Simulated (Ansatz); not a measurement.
# AsNH₄ (SMILES N[AsH2]): single points off equilibrium

The task here is to estimate one member of a computed series from the others.

Method: single points in def2-TZVPP; program: Ansatz 0.2.0, Gaussian basis.

Correlated methods freeze the cores. Filled d shells of the heavier atoms are correlated.

## Where the work starts

SMILES `N[AsH2]`, 6 atoms, charge 0, spin multiplicity 1.

Atoms are counted from 1 here; the program's logs count them from 0.

Bond lengths: N1–As2 1.680 Å, N1–H3 1.074 Å, N1–H4 0.997 Å, As2–H5 1.386 Å, As2–H6 1.524 Å. Angles: As2–N1–H3 117.9°, As2–N1–H4 107.7°, H3–N1–H4 88.8°, N1–As2–H5 87.5°, N1–As2–H6 103.6°, H5–As2–H6 94.1°.

As a file:

```
N    -0.1624   -0.8604   -0.2071
As   -0.5040    0.7802   -0.0940
H     0.7634   -1.2113    0.2086
H    -0.6451   -1.3217    0.5334
H     0.0987    0.9296   -1.3329
H     0.6862    1.3425    0.6736
```

The first run:

Contents of run/in.yaml:

```yaml
crystal:
  periodic: [false, false, false]
  atoms:
    - {symbol: N, position_ang: [-0.162400, -0.860400, -0.207100]}
    - {symbol: As, position_ang: [-0.504000, 0.780200, -0.094000]}
    - {symbol: H, position_ang: [0.763400, -1.211300, 0.208600]}
    - {symbol: H, position_ang: [-0.645100, -1.321700, 0.533400]}
    - {symbol: H, position_ang: [0.098700, 0.929600, -1.332900]}
    - {symbol: H, position_ang: [0.686200, 1.342500, 0.673600]}
basis:
  gaussian: {orbitals: def2-TZVPP}
correlation: {method: ccsd_t}
output: {forces: true}
```

The command line of these runs was not kept.

Steps of the session up to this table: CCSD(T)/def2-TZVPP; PBE0-D4/def2-TZVPP; wB97M-V/def2-TZVPP; r2SCAN-D4/def2-TZVPP; PBE-D4/def2-TZVPP; CAM-B3LYP-D4/def2-TZVPP; wB97X-V/def2-TZVPP.

One of the session's tables, all rows but one given; the rest of the session is left out.

| method | RMS force component (eV/Å) | angle to CCSD(T) forces (°) | dipole (D) |
| --- | --- | --- | --- |
| CCSD(T) | 2.711 | reference | 1.69 |
| PBE0-D4 | 2.675 | 2.3 | 1.73 |
| wB97M-V | 2.702 | 1.3 | 1.69 |
| r2SCAN-D4 | 2.671 | 1.8 | 1.74 |
| PBE-D4 | 2.724 | 5.5 | 1.68 |
| CAM-B3LYP-D4 | 2.677 | 2.2 | 1.71 |
| wB97X-V | ? | ? | ? |

Estimate the missing values for wB97X-V.

As computed: RMS force component (eV/Å): 2.701; angle to CCSD(T) forces (°): 1.5; dipole (D): 1.74. In the column «RMS force component (eV/Å)» it lies between CAM-B3LYP-D4 (2.677) and wB97M-V (2.702).
